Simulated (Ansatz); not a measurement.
**CBClFN: basis-set convergence**

Aim: see how fast density functionals and correlated methods converge with the basis set for CBClFN.

The runs use Ansatz 0.2.0, Gaussian basis; one geometry, several basis sets.

Levels to be run: PBE0-D4/def2-SVP; ωB97M-V/def2-SVP; PBE0-D4/def2-QZVPP; ωB97M-V/def2-QZVPP; CCSD(T)/cc-pV(D+d)Z; CCSD(T)/cc-pV(T+d)Z; CCSD(T)/cc-pV(Q+d)Z; the functionals' def2-TZVPP values are taken from earlier runs.

## 1. The relaxed structure

The geometry comes from an earlier relaxation with PBE0-D4/def2-TZVP; it is a stationary point.

SMILES `N#CB(F)Cl`, 5 atoms, charge 0, spin multiplicity 1.

Atoms are counted from 1 here; the program's logs count them from 0.

Bond lengths: N1–C2 1.151 Å, C2–B3 1.539 Å, B3–F4 1.307 Å, B3–Cl5 1.728 Å. Angles: N1–C2–B3 179.1°, C2–B3–F4 119.2°, C2–B3–Cl5 120.0°, F4–B3–Cl5 120.8°.

Geometry (Å):

```xyz
5

N     1.6579   -0.8155    1.1068
C     0.7519   -0.4290    0.5120
B    -0.4489    0.1094   -0.2853
F    -1.4581   -0.6838   -0.5326
Cl   -0.4528    1.7453   -0.8423
```

## 2. PBE0-D4 in def2-SVP

Input file in.yaml:

```yaml
crystal:
  periodic: [false, false, false]
  atoms:
    - {symbol: N, position_ang: [1.657854, -0.815520, 1.106774]}
    - {symbol: C, position_ang: [0.751896, -0.429049, 0.512015]}
    - {symbol: B, position_ang: [-0.448942, 0.109382, -0.285261]}
    - {symbol: F, position_ang: [-1.458143, -0.683811, -0.532644]}
    - {symbol: Cl, position_ang: [-0.452766, 1.745299, -0.842286]}
basis:
  gaussian: {orbitals: def2-SVP}
hamiltonian: {xc: pbe0, dispersion: d4}
output: {orbitals: {seedname: orbitals}}
```

Launch:

```bash
$ ansatz run in.yaml --threads 2 --pin off --events-out ev --progress --plain --max-ram 32768MiB --backend cpu
```

The runs that follow: ωB97M-V in def2-SVP; PBE0-D4 in def2-QZVPP; ωB97M-V in def2-QZVPP; CCSD(T) in cc-pV(D+d)Z; CCSD(T) in cc-pV(T+d)Z; CCSD(T) in cc-pV(Q+d)Z.

Before running them: what should the planned runs give, taken together? Wanted: MP2 correlation recovered, cc-pV(D+d)Z; MP2 correlation recovered, cc-pV(T+d)Z; MP2 correlation recovered, cc-pV(Q+d)Z; difference of two CCSD(T) limits: def2 sets; PBE0-D4: double and triple zeta above quadruple; ωB97M-V: double and triple zeta above quadruple.

**Answer**, as computed:

```
                                                                   quantity           value
                                     MP2 correlation recovered, cc-pV(D+d)Z          68.8 %
                                     MP2 correlation recovered, cc-pV(T+d)Z          87.8 %
                                     MP2 correlation recovered, cc-pV(Q+d)Z          94.9 %
difference of two CCSD(T) limits: def2 sets (earlier runs) less this series         -33 meV
                            PBE0-D4: double and triple zeta above quadruple  11.83, 0.67 eV
                            ωB97M-V: double and triple zeta above quadruple  11.89, 0.62 eV
```

For PBE0-D4 the step from double to triple zeta gains 11.16 eV and the next only 0.67 eV. Correlation climbs from 69 % (cc-pV(D+d)Z) to 95 % (cc-pV(Q+d)Z) of the limit; Hartree-Fock is 0.158 eV from its own by then. A limit from the def2 sets, made apart, differs by 33 meV, a least measure of the doubt on such a limit. These are total energies; as a rule much of such shifts cancels in differences, which this series doesn't test.
